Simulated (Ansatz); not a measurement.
# WSe2: the cost of one run

Computed with Ansatz 0.2.0 (DFT LDA, scalar-relativistic, plane waves, PAW, unless a step's input says otherwise).

3 further runs of the same task are left out: 3 that didn't finish.

**1. The structure to begin with**

The structure is hexagonal, space group P-6m2 (No. 187). Conventional cell: a = 3.318 Å, b = 3.318 Å, c = 16.658 Å, α = 90.00°, β = 90.00°, γ = 120.00°. Around W (site symmetry -6m2) lie 6 Se at 2.54 Å. Se (site symmetry 3m) has 3 W at 2.54 Å in its first shell of neighbours.

Coordinates:

```
W Se
1.0
     3.31794    0.00000    0.00000
    -1.65897    2.87342    0.00000
     0.00000    0.00000   16.65814
W Se
1 2
Direct
  0.00000 0.00000 0.00000
  0.33333 0.66667 0.09979
  0.33333 0.66667 0.90021
```

It goes back to an entry of the Materials Project, which need not be the stable form.

The cell is taken as given, not relaxed at this level.

**2. The undisturbed cell**

Contents of input.yaml:

```yaml
crystal:
  lattice:
    - [3.3179375931, 0.0, 0.0]
    - [-1.6589687966, 2.8734182438, 0.0]
    - [0.0, 0.0, 16.65814242]
  atoms:
    - { symbol: W, position: [0.0, 0.0, 0.0] }
    - { symbol: Se, position: [0.3333333333, 0.6666666667, 0.09978652] }
    - { symbol: Se, position: [0.3333333333, 0.6666666667, 0.90021348] }
basis:
  ecutwfc: 420
kpoints:
  mp_grid: { grid: [12, 12, 2] }
hamiltonian:
  xc: lda
scf:
  occupations: { method: gaussian, width: 0.05 }
output:
  forces: true
  stress: true
  eigenvalues: true
```

Run with:

```sh
$ ansatz run input.yaml --threads 2 --pin off --max-ram 5120MiB --backend cpu --events-out ev --progress --plain --runs-dir out
```

What time and memory should one allow on 2 threads of Arm Neoverse V2, shared host?

About 6 s, with a peak of 0.42 GiB.
